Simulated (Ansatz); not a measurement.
# C4H7AlO3: up Jacob's ladder to CCSD(T)

Aim: compute C4H7AlO3 with functionals from several rungs and with coupled cluster. The yardstick is the atomisation energy at the CCSD(T) limit.

Method: functionals in def2-TZVPP, the program's frozen cores in correlated methods; program: Ansatz 0.2.0, Gaussian basis.

Levels to be run: LDA (SPW92), PBE-D4, revPBE-D4, BLYP-D4, r2SCAN-D4, B97M-V, PBE0-D4, B3LYP-D4, r2SCANh-D4, r2SCAN0-D4, HSE06-D4, BHLYP-D4, CAM-B3LYP-D4, LC-ωPBE, ωB97X-V, ωB97M-V, B2PLYP, PBE-QIDH; CCSD(T)/def2-SVP; CCSD(T)/def2-TZVPP; MP2/def2-QZVPP; extrapolation to the limit; RPA on PBE.

**1. Structure used throughout**

An earlier PBE0-D4 in a triple-zeta def2 set relaxation fixed the geometry.

SMILES `[CH3][Al-]1([OH])[O]C=CC=[O+]1`, 15 atoms, charge 0, spin multiplicity 1.

Atoms are counted from 1 here; the program's logs count them from 0.

Bond lengths: C1–Al2 1.945 Å, C1–H9 1.094 Å, C1–H10 1.095 Å, C1–H11 1.095 Å, Al2–O3 1.709 Å, Al2–O4 1.843 Å, Al2–O8 1.843 Å, O3–H12 0.954 Å, O4–C5 1.265 Å, C5–C6 1.390 Å, C5–H13 1.095 Å, C6–C7 1.390 Å, C6–H14 1.081 Å, C7–O8 1.265 Å, C7–H15 1.095 Å. Angles: Al2–C1–H9 112.0°, Al2–C1–H10 111.7°, Al2–C1–H11 111.7°, H9–C1–H10 107.1°, H9–C1–H11 107.1°, H10–C1–H11 107.0°, C1–Al2–O3 123.0°, C1–Al2–O4 111.6°, C1–Al2–O8 111.6°, O3–Al2–O4 106.2°, O3–Al2–O8 106.1°, O4–Al2–O8 94.4°, Al2–O3–H12 123.4°, Al2–O4–C5 125.9°, O4–C5–C6 125.7°, O4–C5–H13 115.8°, C6–C5–H13 118.5°, C5–C6–C7 121.3° and more.

As a file:

```
C    -1.7575    1.7114   -0.0917
Al   -0.7469    0.1756    0.5429
O    -1.1898   -0.7233    1.9268
O     1.0417    0.5739    0.7410
C     2.0048   -0.0609    0.2221
C     1.8914   -1.0980   -0.6958
C     0.6514   -1.5220   -1.1579
O    -0.4686   -1.0567   -0.7989
H    -1.3081    2.1563   -0.9849
H    -2.7861    1.4407   -0.3502
H    -1.8153    2.4998    0.6655
H    -1.9499   -0.5185    2.4651
H     3.0062    0.2589    0.5283
H     2.7868   -1.5681   -1.0761
H     0.6178   -2.3200   -1.9068
```

**2. LDA**

This LDA is Slater exchange with PW92 correlation.

in.yaml

```yaml
crystal:
  periodic: [false, false, false]
  atoms:
    - {symbol: C, position_ang: [-1.757455, 1.711431, -0.091653]}
    - {symbol: Al, position_ang: [-0.746860, 0.175588, 0.542925]}
    - {symbol: O, position_ang: [-1.189788, -0.723254, 1.926844]}
    - {symbol: O, position_ang: [1.041669, 0.573947, 0.740999]}
    - {symbol: C, position_ang: [2.004777, -0.060944, 0.222137]}
    - {symbol: C, position_ang: [1.891399, -1.097978, -0.695772]}
    - {symbol: C, position_ang: [0.651450, -1.522025, -1.157868]}
    - {symbol: O, position_ang: [-0.468571, -1.056659, -0.798852]}
    - {symbol: H, position_ang: [-1.308120, 2.156277, -0.984918]}
    - {symbol: H, position_ang: [-2.786051, 1.440669, -0.350184]}
    - {symbol: H, position_ang: [-1.815335, 2.499803, 0.665504]}
    - {symbol: H, position_ang: [-1.949913, -0.518460, 2.465065]}
    - {symbol: H, position_ang: [3.006201, 0.258942, 0.528263]}
    - {symbol: H, position_ang: [2.786832, -1.568125, -1.076147]}
    - {symbol: H, position_ang: [0.617763, -2.320012, -1.906843]}
basis:
  gaussian: {orbitals: def2-TZVPP}
hamiltonian: {xc: lda}
output: {orbitals: {seedname: orbitals}}
```

The run is started by

```bash
$ ansatz run in.yaml --threads 2 --pin off --events-out ev --progress --plain --max-ram 32768MiB --backend cuda --devices 0, --max-vram 18GiB
```

The runs that follow: PBE-D4 (GGA); revPBE-D4 (GGA); BLYP-D4 (GGA); r2SCAN-D4 (meta-GGA); B97M-V (meta-GGA); B3LYP-D4 (hybrid); r2SCANh-D4 (hybrid); r2SCAN0-D4 (hybrid); HSE06-D4 (hybrid); BHLYP-D4 (hybrid); CAM-B3LYP-D4 (range-separated); LC-ωPBE (range-separated); ωB97X-V (range-separated); ωB97M-V (range-separated); B2PLYP (double hybrid); PBE-QIDH (double hybrid); CCSD(T) in def2-SVP; CCSD(T) in def2-TZVPP; MP2 in def2-QZVPP; RPA on PBE orbitals.

Q: Predict the results of all the runs planned. Wanted: atomisation energy, CCSD(T)/CBS; farthest beyond LDA; mean size of error, GGA; mean size of error, meta-GGA; mean size of error, hybrid; mean size of error, range-separated; mean size of error, double hybrid; gap, smallest and largest; T1 diagnostic.

As calculated:

| quantity | value |
| --- | --- |
| atomisation energy, CCSD(T)/CBS | 67.583 eV |
| functionals within 0.338 eV (0.5 %) | revPBE-D4, BLYP-D4, B97M-V, PBE0-D4, B3LYP-D4, r2SCANh-D4, HSE06-D4, LC-ωPBE, ωB97X-V, ωB97M-V |
| farthest beyond LDA | BHLYP-D4 (-2.487 eV) |
| mean size of error, GGA | 0.731 eV |
| mean size of error, meta-GGA | 0.412 eV |
| mean size of error, hybrid | 0.666 eV |
| mean size of error, range-separated | 0.157 eV |
| mean size of error, double hybrid | 0.478 eV |
| gap, smallest and largest | 2.97 eV (LDA (SPW92)), 10.05 eV (LC-ωPBE) |
| T1 diagnostic | 0.0166 |
| triples share of the correlation energy | 4.1 % |

In words: The LDA atomisation energy is off by 10.589 eV (16 %): it overbinds. PBE-D4 is off by +1.930 eV. Double hybrids carry the basis error of their MP2 part in triple zeta, and no dispersion term here, so their miss is partly the set-up's. By mean error the best rung here is range-separated (0.157 eV) and the worst beyond LDA is GGA (0.731 eV). The reference freezes the cores and leaves out relativity and excitations past (T), so misses under about 0.338 eV can't be ranked. Hartree-Fock recovers 72 % of the binding; the rest is correlation. CCSD(T) in def2-SVP is off by -3.320 eV, more than most functionals: a good method in a small basis is no reference. The gap grows from 3.0 to 10.1 eV across the functionals, mostly with the share of exact exchange.
